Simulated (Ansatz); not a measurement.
Crystal: Ta3AsAu2O13.

```
Ta As Au O
1.0
     5.45204    0.00000    0.00000
    -2.72602    4.72161    0.00000
     0.00000    0.00000    9.57902
Ta As Au O
3 1 2 13
Direct
  0.00000 0.00000 0.19408
  0.00000 0.00000 0.80592
  0.66667 0.33333 0.00000
  0.00000 0.00000 0.50000
  0.33333 0.66667 0.27428
  0.33333 0.66667 0.72572
  0.00000 0.00000 0.00000
  0.23947 0.97129 0.36402
  0.02871 0.26818 0.36402
  0.73182 0.76053 0.36402
  0.23947 0.97129 0.63598
  0.02871 0.26818 0.63598
  0.73182 0.76053 0.63598
  0.38452 0.33425 0.85844
  0.66575 0.05026 0.85844
  0.94974 0.61548 0.85844
  0.38452 0.33425 0.14156
  0.66575 0.05026 0.14156
  0.94974 0.61548 0.14156
```

The cell was built by a generator and needn't be a form met in nature.

Base run:

| Item | Value |
| --- | --- |
| Program | Ansatz 0.2.0 |
| Functional | PBE |
| Potentials or basis | all-electron LAPW, scalar-relativistic |
| Cutoff | 483 eV |
| Density cutoff | 1932 eV |
| Basis error allowed | 0.003 eV/atom |
| k mesh | 4 × 4 × 2 |
| Occupations | fermi-dirac, width 0.05 eV |
| Spin | no spin polarisation |
| Hubbard terms | Au d U = 3 eV, Ta d U = 3 eV |

Its results: band gap on the k mesh none (metal or under the smearing width); pressure 1.7 GPa; largest force 0.450 eV/Å.

Task: The run is repeated on the same cell with these changes: potentials or basis from all-electron LAPW, scalar-relativistic to all-electron PAW datasets made for the crystal; hubbard terms from Au d U = 3 eV, Ta d U = 3 eV to none. What comes out?

Result: Band gap on the k mesh none (metal or under the smearing width); pressure -0.1 GPa; largest force 0.207 eV/Å.

Caveats: the k mesh is thin for a metal, which can move the energy by tens of meV per atom; U is the effective U less J, on atomic orbitals that reach past the spheres (some runs); U without spin polarisation on a metal has little footing (some runs); the program warned that the printed levels may be off, so bands, gaps and densities of states are rough (some runs).

Not every run made on this cell is shown here.
